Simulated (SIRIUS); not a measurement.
Something may be wrong with this SIRIUS 7.12.0 calculation of Hf2Pd2Se2Br2O3.

sirius.json

```json
{
  "control": {
    "processing_unit": "cpu",
    "verbosity": 2,
    "num_bands_to_print": 80,
    "print_forces": true,
    "print_stress": true
  },
  "parameters": {
    "electronic_structure_method": "pseudopotential",
    "xc_functionals": ["XC_GGA_X_PBE_R", "XC_LDA_C_PW", "XC_FUNC_VDWDF"],
    "gk_cutoff": 9.3,
    "pw_cutoff": 18.6,
    "ngridk": [2, 2, 1],
    "shiftk": [0, 0, 0],
    "smearing": "cold",
    "smearing_width": 0.0018374661,
    "num_bands": 80,
    "num_mag_dims": 0,
    "num_dft_iter": 50,
    "energy_tol": 1e-08,
    "density_tol": 1e-06,
    "hubbard_correction": true
  },
  "iterative_solver": {
    "type": "davidson",
    "min_tolerance": 1e-10
  },
  "mixer": {
    "type": "anderson",
    "beta": 0.7,
    "max_history": 8
  },
  "settings": {
    "tol_ne": 1e-10,
    "pseudo_grid_cutoff": 6.5
  },
  "unit_cell": {
    "lattice_vectors": [
      [7.041365204752, 0.0, 0.0],
      [-3.520673153745, 6.097995026077, 0.0],
      [0.0, 0.0, 32.141728044139]
    ],
    "atom_coordinate_units": "lattice",
    "atom_types": ["Hf", "Pd", "Se", "Br", "O"],
    "atom_files": {
      "O": "O.json",
      "Hf": "Hf.json",
      "Se": "Se.json",
      "Pd": "Pd.json",
      "Br": "Br.json"
    },
    "atoms": {
      "Hf": [
        [0.66667, 0.33333, 0.93385],
        [0.33333, 0.66667, 0.06615]
      ],
      "Pd": [
        [0.0, 0.0, 0.30298],
        [0.0, 0.0, 0.69702]
      ],
      "Se": [
        [0.33333, 0.66667, 0.22649],
        [0.66667, 0.33333, 0.77351]
      ],
      "Br": [
        [0.66667, 0.33333, 0.39862],
        [0.33333, 0.66667, 0.60138]
      ],
      "O": [
        [0.33333, 0.66667, 0.92689],
        [0.66667, 0.33333, 0.07311],
        [0.0, 0.0, 0.0]
      ]
    }
  },
  "hubbard": {
    "simplified": false,
    "subspace_method": "normalize",
    "local": [
      {
        "atom_type": "Hf",
        "n": 5,
        "l": 2,
        "U": 0.07349864,
        "J": 0.03674932,
        "total_initial_occupancy": 2,
        "initial_occupancy": [0.321, 0.006, 0.241, 0.302, 0.13]
      },
      {
        "atom_type": "Pd",
        "n": 4,
        "l": 2,
        "U": 0.19477141,
        "J": 0.01837466,
        "total_initial_occupancy": 8,
        "initial_occupancy": [0.377, 1.0, 1.0, 0.343, 0.694]
      }
    ]
  }
}
```

Potentials or basis: PseudoDojo 0.4.1 PBE standard (scalar relativistic).

Command:

```bash
$ upf_to_json O.upf
$ upf_to_json Hf.upf
$ upf_to_json Se.upf
$ upf_to_json Pd.upf
$ upf_to_json Br.upf
$ # the labels of the atomic orbitals (3D, 4S, ...) are then added to the .json files where the converter dropped them
$ OMP_NUM_THREADS=4 sirius.scf --input=sirius.json --output=out.json --task=0
```

Output:

```text
[info] SIRIUS version : 7.12.0
[info] number of MPI ranks           : 1
[info] MPI grid                      : 1 1
[info] maximum number of OMP threads : 4
[fft] FFT context for density and potential
[fft] =====================================
[fft]   comm size                             : 1
[fft]   plane wave cutoff                     : 18.6
[fft]   grid size                             : 45 45 200   total : 405000
[fft]   grid limits                           : -22 22   -22 22   -99 100
[... 75 lines left out ...]
[sym]   0.0000  0.0000  0.0000
[sym] number of space group operations  : 2
[sym] number of magnetic group operations : 2
[sym] metric tensor error: 0.0000e+00
[sym] rotation matrix error: 1.1102e-16
[sym] symmetry operations
[... list of symmetry operations ...]
[atom type] label          : Hf
[atom type] --------------------------------------------------------------------------------
[... 199 lines left out ...]
[info] Y. Zhang and W. Yang,  Phys. Rev. Lett. 80, 890 (1998) (10.1103/PhysRevLett.80.890)
[info] 2) XC_LDA_C_PW : Perdew & Wang
[info] J. P. Perdew and Y. Wang,  Phys. Rev. B 45, 13244 (1992) (10.1103/PhysRevB.45.13244)
Exception in function "XC_functional" at src/potential/xc_functional.hpp:174
XC functional XC_FUNC_VDWDF is unknown
--------------------------------------------------------------------------
MPI_ABORT was invoked on rank 0 in communicator MPI_COMM_WORLD
  Errorcode: -1

NOTE: invoking MPI_ABORT causes Open MPI to kill all MPI processes.
You may or may not see output from other processes, depending on
exactly when Open MPI kills them.
--------------------------------------------------------------------------
```

Question: Diagnose the run.

Answer: The program refused the input. The input holds a flaw that was put in on purpose: functional that the build lacks.
